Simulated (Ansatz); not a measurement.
# CH₇BSSi: small, medium and large basis sets

The task here is to estimate one member of a computed series from the others.

The runs use Ansatz 0.2.0, Gaussian basis; one geometry, several basis sets.

Levels to be run: PBE0-D4/def2-SVP; ωB97M-V/def2-SVP; PBE0-D4/def2-QZVPP; ωB97M-V/def2-QZVPP; the functionals' def2-TZVPP values are taken from earlier runs.

## The relaxed structure

The geometry comes from an earlier relaxation with PBE0-D4 in a triple-zeta def2 set; it is a stationary point, not always the lowest conformer.

11 atoms, charge 0, spin multiplicity 1.

Atoms are counted from 1 here; the program's logs count them from 0.

Bond lengths: C1–B2 1.556 Å, C1–H5 1.097 Å, C1–H6 1.091 Å, C1–H7 1.097 Å, B2–S3 1.793 Å, B2–H8 1.200 Å, S3–Si4 2.149 Å, Si4–H9 1.483 Å, Si4–H10 1.484 Å, Si4–H11 1.483 Å. Angles: B2–C1–H5 109.4°, B2–C1–H6 115.0°, B2–C1–H7 109.4°, H5–C1–H6 108.7°, H5–C1–H7 105.1°, H6–C1–H7 108.7°, C1–B2–S3 120.7°, C1–B2–H8 120.8°, S3–B2–H8 118.5°, B2–S3–Si4 99.2°, S3–Si4–H9 110.3°, S3–Si4–H10 107.0°, S3–Si4–H11 110.3°, H9–Si4–H10 109.7°, H9–Si4–H11 109.7°, H10–Si4–H11 109.7°.

The first run:

File in.yaml:

```yaml
crystal:
  periodic: [false, false, false]
  atoms:
    - {symbol: C, position_ang: [-1.043535, 1.952693, 0.081441]}
    - {symbol: B, position_ang: [-0.433241, 0.533052, -0.103888]}
    - {symbol: S, position_ang: [0.993697, 0.018431, 0.851399]}
    - {symbol: Si, position_ang: [1.233316, -1.968838, 0.070203]}
    - {symbol: H, position_ang: [-1.046134, 2.477216, -0.881604]}
    - {symbol: H, position_ang: [-0.539935, 2.579226, 0.819119]}
    - {symbol: H, position_ang: [-2.100018, 1.861636, 0.361021]}
    - {symbol: H, position_ang: [-0.906841, -0.240545, -0.888890]}
    - {symbol: H, position_ang: [0.018064, -2.776785, 0.334966]}
    - {symbol: H, position_ang: [2.397039, -2.571798, 0.766252]}
    - {symbol: H, position_ang: [1.492985, -1.921287, -1.389317]}
basis:
  gaussian: {orbitals: def2-SVP}
hamiltonian: {xc: pbe0, dispersion: d4}
output: {orbitals: {seedname: orbitals}}
```

The run is started by

```bash
$ ansatz run in.yaml --threads 2 --pin off --events-out ev --progress --plain --max-ram 4352MiB
```

Steps of the session up to this table: PBE0-D4 in def2-SVP; ωB97M-V in def2-SVP; PBE0-D4 in def2-QZVPP; ωB97M-V in def2-QZVPP.

One table of the session follows, with a row left open; its other results are not shown here.

It belongs to the step «Density functionals: the series». 

```
functional       basis  HOMO (eV)
   PBE0-D4    def2-SVP      -7.91
   PBE0-D4  def2-TZVPP      -7.95
   PBE0-D4  def2-QZVPP      -7.96
   ωB97M-V    def2-SVP     -10.01
   ωB97M-V  def2-TZVPP          ?
   ωB97M-V  def2-QZVPP     -10.11
```

Estimate the missing values for ωB97M-V, def2-TZVPP.

**Answer.** HOMO (eV): -10.09. In the column «HOMO (eV)» it lies between ωB97M-V, def2-QZVPP (-10.11) and ωB97M-V, def2-SVP (-10.01).
